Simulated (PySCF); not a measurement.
# CH7BFPSi: the cost of one run

The runs use PySCF 2.14.0, with density-fitted response routines of our own; the level of theory stands in each step. All values are computed, except where a source is named. Atoms are numbered from 0 throughout.

### 1 The starting structure

12 atoms, charge 0, multiplicity 1; geometry from: GFN2-xTB. The atoms were then displaced at random by about 0.01 Å, so the start is not that level's minimum.

Bonds of the start (Å): C0–B1 1.59, B1–F2 1.33, B1–P3 1.85, P3–Si4 2.26, C0–H5 1.08, C0–H6 1.11, C0–H7 1.08, P3–H8 1.35, Si4–H9 1.46, Si4–H10 1.46, Si4–H11 1.48.

### 2 Relaxing the molecule at PBE0-D3(BJ)/def2-SVP

The job: settings as JSON, then the geometry in Å.

```
{"job": {"xc": "PBE0", "basis": "def2-SVP", "d3": "d3bj", "grid": 1, "shake": 0.01, "kind": "geom"}, "charge": 0, "multiplicity": 1}
C      2.143030     0.301110    -0.335490
B      0.845200     0.062350     0.557080
F      0.691810     0.809260     1.646140
P     -0.396950    -1.279280     0.302910
Si    -2.301590    -0.080400     0.122480
H      2.146170    -0.265960    -1.249430
H      2.194580     1.375630    -0.619270
H      3.044040     0.117410     0.221950
H     -0.212150    -1.534100    -1.010770
H     -3.356420    -1.051270    -0.130290
H     -2.266750     0.919280    -0.936360
H     -2.491290     0.597690     1.422010
```

Command:

```sh
> OMP_NUM_THREADS=1 python probes_run.py task.json out
```

This one command runs all jobs of the session in turn.

**Question.** How long does this first job take on 1 thread of Arm Neoverse V2, shared host, and how much memory does it need?

About 38 s, with a peak of 0.46 GiB.
